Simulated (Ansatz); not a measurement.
Working through a relaxation of cell and ions of LaS, space group Fm-3m

Computed with Ansatz 0.2.0, Python API.

The cells in order, each with its output:

**Cell 1**
```python
import json

import ansatz as az
import matplotlib.pyplot as plt
import numpy as np

def edges_and_angles(cell):
    cell = np.asarray(cell)
    a, b, c = np.linalg.norm(cell, axis=1)
    cosines = cell[1] @ cell[2] / (b * c), cell[0] @ cell[2] / (a * c), cell[0] @ cell[1] / (a * b)
    return (a, b, c, *np.degrees(np.arccos(cosines)))

las = (
    az.Lattice.from_parameters(4.139403, 4.139403, 4.139403, alpha=60.0, beta=60.0, gamma=60.0)
    .atom('La', (0.0, 0.0, 0.0))
    .atom('S', (0.5, 0.5, 0.5))
)

[site.symbol for site in las.resolved().sites]
```
Output:
```text
['La', 'S']
```

**Cell 2**
```python
# a pressure is positive in compression
setup = las.calculation()
setup = setup.pseudopotentials('paw').kpoints(7, 7, 7)
setup = setup.basis(530)
setup = setup.occupations('methfessel_paxton')
setup = setup.functional(az.Functional.R2SCAN)
setup = setup.relax(pressure=30)
done = setup.run(threads=1, events_out='stream.ndjson')
with open('stream.ndjson') as stream:
    events = [json.loads(line) for line in stream]
steps = [e['data'] for e in events if e['event'] == 'relax_step']
report = done.report
```

**Cell 3**
```python
report['n_iterations'], report['closed_by']
```
Output:
```text
(6, 'deck_thresholds')
```

**Cell 4**
```python
report['n_kpoints'], report['n_symmetry_ops'], report['n_pw']
```
Output:
```text
(20, 48, 1139)
```

**Cell 5**
```python
report['kweights']
```
Output:
```text
[0.0029154518950437317, 0.023323615160349854, 0.023323615160349854, 0.023323615160349854,
 0.01749271137026239, 0.06997084548104957, 0.06997084548104957, 0.06997084548104957,
 0.06997084548104957, 0.03498542274052478, 0.01749271137026239, 0.06997084548104957,
 0.06997084548104957, 0.03498542274052478, 0.01749271137026239, 0.03498542274052478,
 0.06997084548104957, 0.13994169096209913, 0.06997084548104957, 0.06997084548104957]
```

**Cell 6**
```python
for s in steps:
    flag = '' if s['accepted'] else '  (rejected)'
    print('step %2d  E = %.5f eV  largest force component = %.4f eV/A%s' % (s['step'], s['lagrangian_ev'], s['allowed_force_max_ev_ang'], flag))
```
Output:
```text
step  1  E = -7175.34556 eV  largest force component = 0.0000 eV/A
step  2  E = -7174.91703 eV  largest force component = 0.0000 eV/A
step  3  E = -7174.44773 eV  largest force component = 0.0000 eV/A
step  4  E = -7174.58280 eV  largest force component = 0.0000 eV/A
step  5  E = -7174.57470 eV  largest force component = 0.0000 eV/A
step  6  E = -7174.57318 eV  largest force component = 0.0000 eV/A
```

**Cell 7**
```python
first, last = steps[0], steps[-1]
symbols = [site.symbol for site in done.lattice.sites]
print(f'energy gained {first["lagrangian_ev"] - last["lagrangian_ev"]:.4f} eV in {len(steps) - 1} steps')
for label, vectors in (('before', first['cell_ang']), ('after', done.lattice.cell_ang)):
    print(label, 'a b c (A) {:.4f} {:.4f} {:.4f}  angles {:.2f} {:.2f} {:.2f}'.format(*edges_and_angles(vectors)), f' V = {abs(np.linalg.det(vectors)):.3f} A^3')
print('final stress xx yy zz (GPa, compression positive):', np.round(np.diag(report['stress_gpa']), 3) + 0.0)

print('relaxed fractional positions')
for site in done.lattice.sites:
    print(f'  {site.symbol:2s}', ' '.join(f'{v % 1:8.5f}' for v in np.round(site.position_frac, 5)))
```
Output:
```text
energy gained -0.7724 eV in 5 steps
before a b c (A) 4.1394 4.1394 4.1394  angles 60.00 60.00 60.00  V = 50.153 A^3
after a b c (A) 3.8697 3.8697 3.8697  angles 60.00 60.00 60.00  V = 40.976 A^3
final stress xx yy zz (GPa, compression positive): [29.983 29.983 29.983]
relaxed fractional positions
  La  0.00000  0.00000  0.00000
  S   0.50000  0.50000  0.50000
```

**Cell 8**
```python
fig, (top, bottom) = plt.subplots(2, 1, sharex=True, figsize=(4.5, 4))
top.plot([s['lagrangian_ev'] - last['lagrangian_ev'] for s in steps], 'o-')
top.set_ylabel('E - E(final) (eV)')
bottom.semilogy([max(s['allowed_force_max_ev_ang'], 1e-6) for s in steps], 's-')
bottom.set(xlabel='step', ylabel='largest force (eV/A)')
fig.tight_layout()
fig.savefig('relax.png', dpi=100)

for key in ('converged', 'n_iterations', 'n_electrons', 'n_kpoints', 'n_pw', 'n_symmetry_ops', 'free_energy_ev', 'fermi_energy_ev'):
    print(f'{key:18s} {report[key]}')
```
Output:
```text
converged          True
n_iterations       6
n_electrons        17.0
n_kpoints          20
n_pw               1139
n_symmetry_ops     48
free_energy_ev     -7174.57317878396
fermi_energy_ev    14.835265704132036
```

Caveats:
- Total energies depend on the potentials; only differences at equal settings carry meaning. A total without «per atom» is that of the cell as typed.
- Forces vanish by symmetry, so the ions can't move, and the end may be a saddle.
- Part of the cell is held or a pressure is applied, so the end point needn't be the zero-pressure lattice.
- At a fixed pressure a relaxation lowers the enthalpy F + PV, while F alone can rise.
- The mesh is modest for a metal, so energies can be off by several to tens of meV an atom and pressures by half a GPa or more; differences at equal mesh fare better.
- The zero of the levels is a convention of the potentials, so an absolute Fermi energy is no work function.
- Energies along a relaxation are free energies. Rows at an unchanged volume are solved on a plane-wave basis chosen afresh for that cell, so the energy jumps there and such rows are no steps of the walk.
- Edges and angles are those of the cell as typed, here a primitive one, not of the conventional cell.
- Symmetry holds the cell in this phase, whether or not it is the stable one at this pressure.
- The starting cell is as deposited in a crystallographic database; the results hold for this polymorph, which needn't be the stable one.
- Finished in 15 s on 1 thread of Arm Neoverse V2, on a shared host, peak memory 0.58 GiB.

(Lines on the test bed's own set-up are left out of the output.)
